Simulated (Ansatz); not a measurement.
# One shape, several levels: doublet [SnH2S2F2]+

We compute a comparison of 6 runs (UHF/3-21G, U-wB97M-V/def2-SVP, UB3LYP/def2-SVP, UCAM-B3LYP/def2-SVP, UCCSD/def2-SVP, UCCSD(T)/def2-SVP) of doublet [SnH2S2F2]+. 

The calculation is run with Ansatz 0.2.0.

45 further runs of the same task are left out: 45 set aside as unsound or not needed. Runs told in other sessions of the task aren't counted.

## 1. Starting point

[SnH2S2F2]+ has 7 atoms, charge +1, and is taken as a doublet. SMILES of the parent species: `[F][Sn]([F])([SH])[SH]`. The coordinates come from a PBE0-D4/def2-TZVP relaxation. This is one conformer, not always the lowest. That shape belongs to the parent species and isn't relaxed for this state.

Bond lengths: F1–Sn2 1.902 Å, Sn2–F3 1.906 Å, Sn2–S4 2.359 Å, Sn2–S5 2.362 Å, S4–H6 1.346 Å, S5–H7 1.346 Å. Angles: F1–Sn2–F3 102.6°, F1–Sn2–S4 105.1°, F1–Sn2–S5 112.8°, F3–Sn2–S4 113.0°, F3–Sn2–S5 105.0°, S4–Sn2–S5 117.6°, Sn2–S4–H6 91.6°, Sn2–S5–H7 90.4°.

## 2. A single-point energy at UHF/3-21G (run 1)

The input, in.yaml:

```yaml
crystal:
  periodic: [false, false, false]
  atoms:
    - {symbol: F, position_ang: [0.246200, -2.260000, 0.562200]}
    - {symbol: Sn, position_ang: [0.078900, -0.394700, 0.232400]}
    - {symbol: F, position_ang: [1.629500, 0.318000, 1.082100]}
    - {symbol: S, position_ang: [-1.928000, 0.238900, 1.297200]}
    - {symbol: S, position_ang: [0.326700, 0.156800, -2.051400]}
    - {symbol: H, position_ang: [-1.920300, 1.436500, 0.683700]}
    - {symbol: H, position_ang: [1.628300, 0.436500, -1.851900]}
basis:
  gaussian:
    orbitals: 3-21G-spherical.json
total_charge: 1
magnetization:
  spin_polarized: true
  initial_magnetization: 1
hamiltonian:
  xc: hf
accuracy: high
output: {orbitals: {seedname: orbitals}}
```

The basis set 3-21G is read from a file made from the Basis Set Exchange's data (not shown).

Run with:

```sh
$ ansatz run in.yaml --threads 1 --pin off --max-ram 2610MiB --events-out events.jsonl --progress --plain --runs-dir runs
```

Log:

```text
Warning: RAYON_NUM_THREADS=1 ignored (pool sized by the plan → 1); use --threads N
Functional definition: HF
  name "HF"
  exchange = exact_x
  correlation = 0
1697 factors; integrals over basis functions are off by at most 1.8e-8 eV
mean field evaluation 1: about -190094.6636 eV, gradient 4.2e1 eV
mean field evaluation 2: about -190094.7077 eV, gradient 4.2e1 eV
mean field evaluation 4: about -190101.4509 eV, gradient 2.7e0 eV
mean field evaluation 8: about -190101.9497 eV, gradient 3.4e-1 eV
mean field evaluation 16: about -190101.9468 eV, gradient 1.7e-7 eV
mean field evaluation 32: about -190100.8578 eV, gradient 8.3e-1 eV
mean field evaluation 64: about -190101.9994 eV, gradient 5.8e-2 eV
mean field evaluation 96: about -190098.7988 eV, gradient 1.3e0 eV
mean field evaluation 128: about -190100.9738 eV, gradient 8.4e-1 eV
mean field evaluation 160: about -190100.3527 eV, gradient 2.5e0 eV
mean field evaluation 192: about -190099.7161 eV, gradient 1.4e1 eV
mean field -190101.99948696 eV, -6986.1196253825 hartree, gradient 2.7e-8 eV, S^2 0.755727; 3 other end points of the search recorded, 0 dependent functions left out
reference -190101.99948696 eV, -6986.1196253825 hartree; 51, 50 occupied and 28, 29 virtual orbitals, 1697 factors
Total energy: -190101.99948696 eV, -6986.1196253825 hartree
```

It took 19 s on 1 thread of Arm Neoverse V2, shared host; peak memory 0.42 GiB.

## 3. The energy at U-wB97M-V/def2-SVP (core potential) (run 2)

The input, job.yaml:

```yaml
crystal:
  periodic: [false, false, false]
  atoms:
    - {symbol: F, position_ang: [0.246200, -2.260000, 0.562200]}
    - {symbol: Sn, position_ang: [0.078900, -0.394700, 0.232400]}
    - {symbol: F, position_ang: [1.629500, 0.318000, 1.082100]}
    - {symbol: S, position_ang: [-1.928000, 0.238900, 1.297200]}
    - {symbol: S, position_ang: [0.326700, 0.156800, -2.051400]}
    - {symbol: H, position_ang: [-1.920300, 1.436500, 0.683700]}
    - {symbol: H, position_ang: [1.628300, 0.436500, -1.851900]}
basis:
  gaussian:
    orbitals: def2-SVP
total_charge: 1
magnetization:
  spin_polarized: true
  initial_magnetization: 1
hamiltonian:
  xc: {name: wB97M-V}
accuracy: high
output: {orbitals: {seedname: orbitals}}
```

Run with:

```sh
$ ansatz run job.yaml --threads 1 --pin off --max-ram 2610MiB --events-out events.jsonl --progress --plain --runs-dir runs
```

Log, shortened:

```text
Warning: RAYON_NUM_THREADS=1 ignored (pool sized by the plan → 1); use --threads N
Functional definition: wB97M-V
  name "wB97M-V"
[...]
  gx(w, u) = 1 - cx + cx01*u + cx10*w
  gss(w, u) = css00 + css04*u^4 + css10*w + css20*w^2 + css43*w^4*u^3
  gos(w, u) = cos00 + cos10*w + (cos20 + cos21*u)*w^2 + (cos60 + cos61*u)*w^6
[...]
      + integral(e_c_pw_mod_opposite_spin*gos(b97_w_opposite, b97_u_opposite)) + vv10(b, c)
2157 factors; integrals over basis functions are off by at most 1.4e-8 eV
402 factors; integrals over basis functions are off by at most 2.0e-9 eV
[...]
mean field -32945.63240634 eV, -1210.7296595812 hartree, gradient 1.7e-8 eV, S^2 0.752647; 4 other end points of the search recorded, 0 dependent functions left out
reference -32945.63241126 eV, -1210.7296597622 hartree; 37, 36 occupied and 63, 64 virtual orbitals, 2157 factors
Total energy: -32945.63241126 eV, -1210.7296597622 hartree
```

Run time: 4.3 min. Hardware: 1 thread of Arm Neoverse V2, shared host; peak memory 1.4 GiB.

Runs 3 to 5 aren't shown in full; the table further down has their settings and results.

## 4. A single-point energy at UCCSD(T)/def2-SVP (core potential) (run 6)

The input, run.yaml:

```yaml
crystal:
  periodic: [false, false, false]
  atoms:
    - {symbol: F, position_ang: [0.246200, -2.260000, 0.562200]}
    - {symbol: Sn, position_ang: [0.078900, -0.394700, 0.232400]}
    - {symbol: F, position_ang: [1.629500, 0.318000, 1.082100]}
    - {symbol: S, position_ang: [-1.928000, 0.238900, 1.297200]}
    - {symbol: S, position_ang: [0.326700, 0.156800, -2.051400]}
    - {symbol: H, position_ang: [-1.920300, 1.436500, 0.683700]}
    - {symbol: H, position_ang: [1.628300, 0.436500, -1.851900]}
basis:
  gaussian:
    orbitals: def2-SVP
total_charge: 1
scf:
  omitted_lower_state_checks: [cluster_reference, increment]
correlation:
  method: ccsd_t
  frozen_orbitals: {F: 1, H: 0, S: 5, Sn: 4}
magnetization:
  spin_polarized: true
  initial_magnetization: 1
accuracy: high
```

Run with:

```sh
$ ansatz run run.yaml --threads 1 --pin off --max-ram 2610MiB --events-out events.jsonl --progress --plain --runs-dir runs
```

Log:

```text
Warning: RAYON_NUM_THREADS=1 ignored (pool sized by the plan → 1); use --threads N
[... 14 lines left out ...]
16 core orbitals not correlated: weight in the atoms' cores, before any rotation towards them, 1.000 or more for the frozen orbitals, at most 0.000 for the correlated occupied ones
[... 45 lines left out ...]
Total energy: -32886.49798470 eV, -1208.5565096689 hartree
Checks for a lower state left out: cluster_reference, increment
```

It took 4.9 min on 1 thread of Arm Neoverse V2, shared host; peak memory 1.4 GiB.

## 5. Overview of the runs

```csv
run,level,core potential,frozen core orbitals,energy (Eh),HOMO energy (eV),LUMO energy (eV),⟨S²⟩,wall time
1,UHF/3-21G,none,–,-6986.119625,-16.14,-8.95,0.756,19 s
2,U-wB97M-V/def2-SVP (core potential),def2-SVP,–,-1210.729660,-15.10,-10.88,0.753,4.3 min
3,UB3LYP/def2-SVP (core potential),def2-SVP,–,-1210.987202,-13.34,-12.51,0.756,53 s
4,UCAM-B3LYP/def2-SVP (core potential),def2-SVP,–,-1210.825161,-14.31,-11.64,0.767,73 s
5,UCCSD/def2-SVP (core potential),def2-SVP,16,-1208.538263,–,–,0.761,3.9 min
6,UCCSD(T)/def2-SVP (core potential),def2-SVP,16,-1208.556510,–,–,0.761,4.9 min
```

## 6. Results

```
                                           quantity           value
                                run 6: total energy  -1208.55651 Eh
run 6: correlation energy (16 core orbitals frozen)      -776.5 mEh
                              run 6: (T) correction      -18.25 mEh
           run 6: ⟨S²⟩ of the reference determinant           0.761
                               run 6: T1 diagnostic           0.016
```

What this shows: Totals of different functionals can't be ranked against each other. Some runs of one species differ in core potentials or relativity; totals across that change don't compare. In run 1 relativity is left out where basis or elements ask for it. All runs together took 15 min, the longest 4.9 min.
